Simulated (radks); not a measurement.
# Cd³⁺ in [Ar] 3d10 4p6 4d9 4f2: an all-electron calculation

Wanted: eigenvalues, radial structure and energy terms of the cadmium ion Cd3+.

The numbers are computed with radks (a radial shooting solver on a logarithmic mesh, Libxc functionals) version 1 (Dirac Kohn-Sham, revPBE, spin-unpolarised, spherical densities, finite nucleus; open shells fill j = l - 1/2 first), except any that are marked as measured or tabulated.

## 1. The system

```
element            : cadmium (Z = 48)
charge             : +3
electrons          : 45
configuration      : [Ar] 3d10 4p6 4d9 4f2
nuclear rms radius : 4.6087 fm
```

## 2. The calculation

Settings of this run:

```text
Z 48
configuration [Ar] 3d10 4p6 4d9 4f2 4s0 5p0
relativity Dirac
functional pbe_r,pbe
spin unpolarised
j_filling energy
nucleus finite rms 4.6087 fm
c 137.035999084
```

What does the calculation give?

The runs gave:

```
                        quantity                   value
                    total energy     -5583.50200 hartree
exchange-correlation share of it                  2.73 %
                            −T/E                  1.0485
          highest occupied level       4f5/2, -13.779 eV
    most extended occupied level  4f5/2, <r> = 2.94 bohr
 radius at density 0.001 e/bohr³               4.49 bohr
    maxima of the radial density                       4
```

The radial density shows 4 maxima for 4 occupied principal shells. Relativity lifts −T/E to 1.048. This is not the tabulated ground configuration, so its levels and sizes aren't those of the ground state, and no measured value stands beside it.
